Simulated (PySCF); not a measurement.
# Bi3 (Bi33+): the cost of one run

Computed with PySCF 2.14.0. Level: PBE, Bi def2-SVP with ECP60; scalar-relativistic core potentials, no spin–orbit coupling.

3 further runs of the same task are left out: 2 for a known fault of the program, 1 that didn't finish. Runs told in other sessions of the task aren't counted.

**1. The system as given**

3 atoms, charge 3, spin multiplicity 1.

Bond lengths: Bi1–Bi2 3.000 Å, Bi2–Bi3 3.000 Å. Angles: Bi1–Bi2–Bi3 180.0°.

Geometry (Å):

```
Bi    0.0000    0.0000    3.0000
Bi    0.0000    0.0000    0.0000
Bi    0.0000    0.0000   -3.0000
```

**2. SCF at the start, singlet**

Contents of run.py (the lines that set the calculation):

```python
mol = gto.M(atom='''
Bi     0.00000     0.00000     3.00000
Bi     0.00000     0.00000     0.00000
Bi     0.00000     0.00000    -3.00000''',
    basis={'Bi': 'def2-SVP'},
    ecp={'Bi': 'def2-SVP'},
    charge=3, spin=0)
mf = dft.RKS(mol, xc='PBE')
mf.grids.atom_grid = (50, 194)
mf = mf.density_fit()  # fitting sets: Bi def2-universal-JKFIT
mf.conv_tol = 1e-08; mf.max_cycle = 55
mf.kernel(dm0)  # dm0: free metal ions and neutral atoms
```

Started as:

```bash
$ OMP_NUM_THREADS=2 python run.py
```

Q: Estimate wall time and peak memory on 2 threads of Arm Neoverse V1, shared host.

About 13 s, with a peak of 0.41 GiB.
